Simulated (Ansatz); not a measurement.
# The gallium atom (doublet): wave-function methods side by side, aug-cc-pVDZ

An exercise on one series of results from a longer session: the logs are not shown, and one member is left open.

The runs use Ansatz 0.2.0, Gaussian basis; aug-cc-pVDZ, core rule «outside noble gas», up to 14 orbitals frozen.

Plan: UHF; CCSD(T) on ROHF; CCSD(T) on UHF; BCCD(T) on ROHF; CISD; CCSDT on ROHF; CCSDT on UHF; CASSCF and MRCISD+Q, 3 electrons in 4 orbitals; CASSCF and MRCISD+Q(relaxed), 3 electrons in 4 orbitals; CASSCF and NEVPT4(SD), 3 electrons in 4 orbitals; CASSCF and NEVPT2, 3 electrons in 4 orbitals.

### The atom

A free atom, in its lowest state of this spin that the program finds. No spin-orbit coupling is included. The filled d shell of Ga may be among the frozen orbitals whatever the setting's name suggests; the logs give the count.

1 atom, charge 0, spin multiplicity 2.

The first run:

The input, in.yaml:

```yaml
crystal:
  periodic: [false, false, false]
  atoms:
    - {symbol: Ga, position_ang: [0.000000, 0.000000, 0.000000]}
basis:
  gaussian: {orbitals: aug-cc-pVDZ}
magnetization: {spin_polarized: true, initial_magnetization: 1}
hamiltonian: {xc: hf}
output: {orbitals: {seedname: orbitals}}
```

The run is started by

```
$ ansatz run in.yaml --threads 1 --pin off --events-out ev --progress --plain --max-ram 2393MiB
```

Among the steps run: UHF; CCSD(T) on ROHF; CCSD(T) on UHF; BCCD(T) on ROHF; CISD; CCSDT on ROHF; CCSDT on UHF; CASSCF and MRCISD+Q, 3 electrons in 4 orbitals; CASSCF and MRCISD+Q(relaxed), 3 electrons in 4 orbitals; CASSCF and NEVPT4(SD), 3 electrons in 4 orbitals; CASSCF and NEVPT2, 3 electrons in 4 orbitals.

One of the session's tables, all rows but one given; the rest of the session is left out.

It belongs to the step «Misses and costs». 

```
                   method  from RCCSD(T) (meV)
                     ROHF              +1295.4
                      UHF              +1213.0
                     RMP2               +417.6
                     UMP2               +414.2
                     CISD                +19.6
                    RCCSD                +18.2
                    UCCSD                +12.4
                 RCCSD(T)                    0
                 UCCSD(T)                 -3.5
                  BCCD(T)                 -0.1
                   RCCSDT                 -7.9
                   UCCSDT                -10.9
           CASSCF valence               +672.7
           NEVPT2 valence               +189.6
       NEVPT4(SD) valence                    ?
           MRCISD valence                 -0.5
         MRCISD+Q valence                -22.1
MRCISD+Q(relaxed) valence                -24.7
```

**Question.** Estimate the row for NEVPT4(SD) valence.

**Answer.** from RCCSD(T) (meV): +12.0. In the column «from RCCSD(T) (meV)» it lies between RCCSD(T) (0) and UCCSD (+12.4).

Limits of these values: Restricted and unrestricted rows rest on different reference determinants; where their highest levels disagree by more than a few hundredths of an eV, they describe different states and don't form one ladder.
